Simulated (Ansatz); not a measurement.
Sn3Te under changes of volume

One of the cells (29.205 Å³/atom); the others are scaled copies at fixed shape and fractional positions:

```
Te Sn
1.0
    -2.30090    2.30090    5.51649
     2.30090   -2.30090    5.51649
     2.30090    2.30090   -5.51649
Te Sn
1 3
Direct
  0.00000 0.00000 0.00000
  0.50000 0.50000 0.00000
  0.25000 0.75000 0.50000
  0.75000 0.25000 0.50000
```

The cell comes from a database or a generator and needn't be the stable form of this composition.

| Item | Value |
| --- | --- |
| Program | Ansatz 0.2.0 |
| Functional | PBE |
| Potentials or basis | Ansatz PAW |
| Cutoff | 420 eV (not typed: the program's choice for these potentials) |
| k mesh | 8 × 8 × 8 |
| Occupations | fermi-dirac, width 0.05 eV |
| Spin | no spin polarisation |

```tsv
volume (Å³/atom)	energy over the lowest point (meV/atom)	pressure (GPa)
27.453	11.29	2.7
28.037	3.69	1.5
28.621	0.07	0.5
29.205	0.00	-0.4
29.789	?	?
30.373	8.99	-1.9
30.958	17.39	-2.6
```

Task: What does the run at 29.789 Å³/atom give?

Result: Energy over the lowest point 3.09 meV/atom; pressure -1.2 GPa.

Worked out: A Birch-Murnaghan fit of order 3 (a polynomial in V^(-2/3)) to the other rows has its minimum at 28.92 Å³/atom with B0 = V·E''(V) = 45 GPa and B' = 4.8 at fixed shape and positions, which overstates the stiffness. It gives 3.09 meV/atom at 29.789 Å³/atom, against the run's 3.09, and -dE/dV = -1.2 GPa, against -1.2.

Energies are extrapolated to zero smearing.
